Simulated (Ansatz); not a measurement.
# BFH4NP: ladder of methods at one geometry, by script

How do the methods compare on BFH4NP, in result and in cost? Aim: a ladder of methods at one geometry, for BFH4NP, run from a script. SMILES: NB(F)P.

Program: Ansatz 0.2.0, driven from Python. The levels of theory stand in the script. These are calculated values, not measurements.

## Step 1: The system

Bond lengths: N1–B2 1.521 Å, B2–F3 1.444 Å, B2–P4 1.932 Å, N1–H5 1.045 Å, N1–H6 1.045 Å, P4–H7 1.453 Å, P4–H8 1.453 Å. Angles: N1–B2–F3 119.8°, N1–B2–P4 120.5°, F3–B2–P4 119.7°, B2–N1–H5 107.2°, B2–N1–H6 107.2°, H5–N1–H6 107.2°, B2–P4–H7 94.6°, B2–P4–H8 93.6°, H7–P4–H8 94.8°.

The script holds or builds the structure itself.

## Step 2: Script

methods_bfh4np.py reads:

```python
from pathlib import Path
import warnings

import ansatz as az
import numpy as np

GEOMETRY = """
N    -1.32180   -0.52400   -0.18020
B    -0.37600    0.66480   -0.10210
F    -0.79440    1.94920   -0.61290
P     1.37490    0.47480    0.69310
H    -1.45240   -0.87840    0.79370
H    -0.83250   -1.27310   -0.71930
H     1.33780   -0.97750    0.70990
H     2.06440    0.56420   -0.58220
"""

warnings.simplefilter("ignore", az.DeckWarning)

mol = az.Crystal.molecule()
for line in GEOMETRY.strip().splitlines():
    symbol, *xyz = line.split()
    mol = mol.atom(symbol, [float(v) for v in xyz])

calc = mol.calculation().basis(gaussian="def2-SVP")

print("functional    E (Ha)        dipole (D)   HOMO (eV)  LUMO (eV)")
for name in ["b3lyp", "r2scan", "hf", "pbe0"]:
    r = calc.functional(name).forces().orbitals().run(runs_dir="runs").report
    lines = Path(r["orbitals_path"]).read_text().splitlines()
    field_of = lambda key: [line.split("=")[1].strip() for line in lines if line.startswith(key)]
    orbitals = [(27.211386 * float(e), s, float(n)) for e, s, n in zip(field_of("Ene="), field_of("Spin="), field_of("Occup="))]
    homo = max(e for e, _, n in orbitals if n > 0.5)
    lumo = min(e for e, _, n in orbitals if n < 0.5)
    dipole = 4.803205 * np.linalg.norm(r["charge_distribution"]["dipole_moment_e_ang"])
    print(f"{name:10s} {r['free_energy_ev'] / 27.211386246:14.6f} {dipole:9.3f} {homo:11.3f} {lumo:10.3f}")
```

## Step 3: The calls as engine input

The engine receives this input (first run):

```yaml
crystal:
  periodic: [false, false, false]
  atoms:
    - { symbol: "N", position_ang: [-1.3218, -0.524, -0.1802] }
    - { symbol: B, position_ang: [-0.376, 0.6648, -0.1021] }
    - { symbol: F, position_ang: [-0.7944, 1.9492, -0.6129] }
    - { symbol: P, position_ang: [1.3749, 0.4748, 0.6931] }
    - { symbol: H, position_ang: [-1.4524, -0.8784, 0.7937] }
    - { symbol: H, position_ang: [-0.8325, -1.2731, -0.7193] }
    - { symbol: H, position_ang: [1.3378, -0.9775, 0.7099] }
    - { symbol: H, position_ang: [2.0644, 0.5642, -0.5822] }
basis:
  gaussian:
    orbitals: def2-SVP
hamiltonian:
  xc: b3lyp
output:
  orbitals: {}
  forces: true
```

## Step 4: Running it

Started as:

```
python methods_bfh4np.py
```

The log of the run:

```text
functional    E (Ha)        dipole (D)   HOMO (eV)  LUMO (eV)
b3lyp         -523.038584     2.693      -6.789     -1.290
r2scan        -522.897894     2.737      -6.001     -1.756
hf            -521.446929     3.024     -10.179      2.637
pbe0          -522.690523     2.788      -7.076     -1.123
```

It took 11 s on 1 thread of Arm Neoverse V1, shared host; peak memory 0.21 GiB.

## Step 5: What changed from run to run

The engine's inputs for the other runs:

Run 2, against run 1:

```diff
@@ -16 +16 @@
-  xc: b3lyp
+  xc: r2scan
```

Run 3, against run 1:

```diff
@@ -16 +16 @@
-  xc: b3lyp
+  xc: hf
```

Run 4, against run 1:

```diff
@@ -16 +16 @@
-  xc: b3lyp
+  xc: pbe0
```

## Step 6: What each run gave

From the records of these 4 runs:

```
run  functional  energy (eV)  SCF cycles  CPU time (s)
  1       b3lyp  -14232.6049          18           2.5
  2      r2scan  -14228.7766          19           4.2
  3          hf  -14189.2938          13          0.92
  4        pbe0  -14223.1337          17           2.5
```

Totals under unlike functionals or potentials can't be compared directly.

The fields below are those of run 1.

## Step 7: Pictures from the orbitals

Orbitals, density, ELF and potential are computed afterwards from the orbital file.

Frontier orbitals at B3LYP/def2-SVP, with the share of their density that lies nearest to each atom:

```
orbital  energy (eV)                    lies on
 HOMO-1        -8.23   P4 44 %; N1 27 %; H8 9 %
   HOMO        -6.79   N1 44 %; P4 30 %; B2 8 %
   LUMO        -1.29  B2 57 %; F3 11 %; H8 11 %
```

ELF in a plane through or near 4 of the atoms.

Ten even steps from ' ' (0.00) to '@' (1.00):
```
                                                        
                                                        
                                                        
                        ::::----::..                    
                    ..--##%%%%%%**==::                  
                    ..==%%%%==**%%++::                  
                      ..++######==..                    
            ..........::------==::....==++==..          
        ..::==**++==++####..##--**####%%%%##++..        
        ::++##%%**----**@@**::**%%**==%%%%##++::        
        ::==##%%++..  --**++==**##++++%%##++--..        
        ..::--====++%%%%**..  ..++####**++..            
            ..::++@@@@@@@@++    ..--====::              
              ::**@@@@@@@@%%        ..                  
              ..**@@@@@@@@%%                            
                ::##%%%%##==                            
                                                        
                                                        
                                                        
                                                        
```
The map spans 9.4 Å across and 9.6 Å up, centred on the molecule. Atoms in the plane (x, y in Å): N1 (1.4, -0.1), B2 (0.2, 0.7), F3 (0.2, 2.2), H7 (-1.0, -1.5).

On the surface of density 0.002 e/bohr³ the electrostatic potential runs, from the 1st to the 99th percentile, from -1.68 V near N1 to 1.77 V near B2.

## Step 8: Results

```
                                        quantity    value
                                   runs compared        4
HOMO-LUMO gap of the mean field (B3LYP/def2-SVP)  5.50 eV
```

**Reading.** The dearest, run 2 (r2scan), took some 4.5 times as long as run 3 (hf). Caveats:
- The geometry is a force-field or estimated start, not a minimum of this method, and the basis set is short of its limit. A lower total doesn't mark the better method: functionals have no common bound, and MP2 and coupled cluster aren't variational.
- b3lyp holds the VWN-RPA fit, as in Gaussian; the form of ORCA and Turbomole is b3lyp5.
- Levels such as HOMO and LUMO are orbital energies: with these approximate functionals they aren't the ionisation energy and electron affinity, and their gap isn't the fundamental gap.
